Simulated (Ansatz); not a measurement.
**C₃H₄Cl₂OZr: small, medium and large basis sets**

How large a basis does C₃H₄Cl₂OZr need? Two functionals are run in growing sets.

The runs use Ansatz 0.2.0, Gaussian basis; one geometry, several basis sets.

Plan: PBE0-D4/def2-SVP; ωB97M-V/def2-SVP; PBE0-D4/def2-QZVPP; ωB97M-V/def2-QZVPP; the functionals' def2-TZVPP values are taken from earlier runs.

2 further runs of the same task are left out: 2 that didn't finish.

## 1. Structure used throughout

An earlier PBE0-D4 in a triple-zeta def2 set relaxation fixed the geometry. Zr takes the def2 core potential; no spin-orbit term is included.

SMILES `C#[C][Zr]([Cl])([Cl])[O]C`, 11 atoms, charge 0, spin multiplicity 1.

Atoms are counted from 1 here; the program's logs count them from 0.

Bond lengths: C1–C2 1.215 Å, C1–H8 1.067 Å, C2–Zr3 2.176 Å, Zr3–Cl4 2.346 Å, Zr3–Cl5 2.346 Å, Zr3–O6 1.870 Å, O6–C7 1.396 Å, C7–H9 1.093 Å, C7–H10 1.093 Å, C7–H11 1.093 Å. Angles: C2–C1–H8 179.8°, C1–C2–Zr3 178.5°, C2–Zr3–Cl4 109.9°, C2–Zr3–Cl5 109.9°, C2–Zr3–O6 106.0°, Cl4–Zr3–Cl5 112.2°, Cl4–Zr3–O6 109.4°, Cl5–Zr3–O6 109.4°, Zr3–O6–C7 176.6°, O6–C7–H9 109.9°, O6–C7–H10 109.6°, O6–C7–H11 109.9°, H9–C7–H10 109.1°, H9–C7–H11 109.2°, H10–C7–H11 109.1°.

## 2. PBE0-D4 in def2-SVP

Input file in.yaml:

```yaml
crystal:
  periodic: [false, false, false]
  atoms:
    - {symbol: C, position_ang: [1.725851, 0.062683, 2.808399]}
    - {symbol: C, position_ang: [1.333264, -0.310157, 1.720173]}
    - {symbol: Zr, position_ang: [0.666617, -1.020462, -0.225554]}
    - {symbol: Cl, position_ang: [2.456786, -0.988700, -1.741698]}
    - {symbol: Cl, position_ang: [-0.278812, -3.157148, -0.013019]}
    - {symbol: O, position_ang: [-0.646750, 0.184941, -0.791693]}
    - {symbol: C, position_ang: [-1.635634, 1.039597, -1.283261]}
    - {symbol: H, position_ang: [2.072748, 0.387353, 3.764132]}
    - {symbol: H, position_ang: [-2.560381, 0.481653, -1.451092]}
    - {symbol: H, position_ang: [-1.825166, 1.836283, -0.559648]}
    - {symbol: H, position_ang: [-1.308514, 1.483965, -2.226739]}
basis:
  gaussian: {orbitals: def2-SVP}
hamiltonian: {xc: pbe0, dispersion: d4}
output: {orbitals: {seedname: orbitals}}
```

Run with:

```console
$ ansatz run in.yaml --threads 2 --pin off --events-out ev --progress --plain --max-ram 32768MiB --backend cpu
```

After this run come: ωB97M-V in def2-SVP; PBE0-D4 in def2-QZVPP; ωB97M-V in def2-QZVPP.

Before running them: what should the planned runs give, taken together? Wanted: PBE0-D4: double and triple zeta above quadruple; ωB97M-V: double and triple zeta above quadruple.

**Answer**, as computed:

| quantity | value |
| --- | --- |
| PBE0-D4: double and triple zeta above quadruple | 15.89, 1.09 eV |
| ωB97M-V: double and triple zeta above quadruple | 15.94, 1.04 eV |

**Reading.** PBE0-D4 gains 14.79 eV from double to triple zeta, then 1.09 eV more. Total energies overstate the basis error of differences, where much of it tends to cancel.
